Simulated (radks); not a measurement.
**Ge²⁺ in [Ar] 3d9.5 4s2 5s0.5: an all-electron calculation**

The task here is to estimate one member of a computed series from the others.

Program: radks (a radial shooting solver on a logarithmic mesh, Libxc functionals) version 1. Level of theory: scalar-relativistic Kohn-Sham, r2SCAN, spin-unpolarised, spherical densities, finite nucleus. These are calculated values, not measurements, unless marked.

**The atom as given**

* element: germanium (Z = 32)
* charge: +2
* electrons: 30
* configuration: [Ar] 3d9.5 4s2 5s0.5
* nuclear rms radius: 4.0742 fm

The first run:

Input:

```text
Z 32
configuration [Ar] 3d9.5 4s2 5s0.5 4p0 4d0
relativity scalar-relativistic
functional r2scan,r2scan
spin unpolarised
nucleus finite rms 4.0742 fm
c 137.035999084
```

One table of the session follows, with a row left open; its other results are not shown here.

It belongs to the step «Radial structure». From the orbitals of this run (lengths in bohr):

| level | <r> | outermost maximum (interpolated) | 90 % within | nodes |
| --- | --- | --- | --- | --- |
| 1s | 0.04701 | 0.0307 | 0.0840 | 0 |
| 2s | 0.2097 | 0.176 | 0.324 | 1 |
| 2p | ? | ? | ? | ? |
| 3s | 0.6209 | 0.541 | 0.927 | 2 |
| 3p | 0.6426 | 0.542 | 0.985 | 1 |
| 3d | 0.7124 | 0.502 | 1.19 | 0 |
| 4s | 1.866 | 1.63 | 2.74 | 3 |
| 4p | 2.204 | 1.87 | 3.29 | 2 |
| 5s | 4.603 | 4.31 | 6.47 | 4 |
| 4d | 3.658 | 3.13 | 5.57 | 1 |

Q: Estimate the row for 2p from the others.

As computed: <r>: 0.1837; outermost maximum (interpolated): 0.141; 90 % within: 0.300; nodes: 0. In the column «<r>» it lies between 1s (0.04701) and 2s (0.2097).
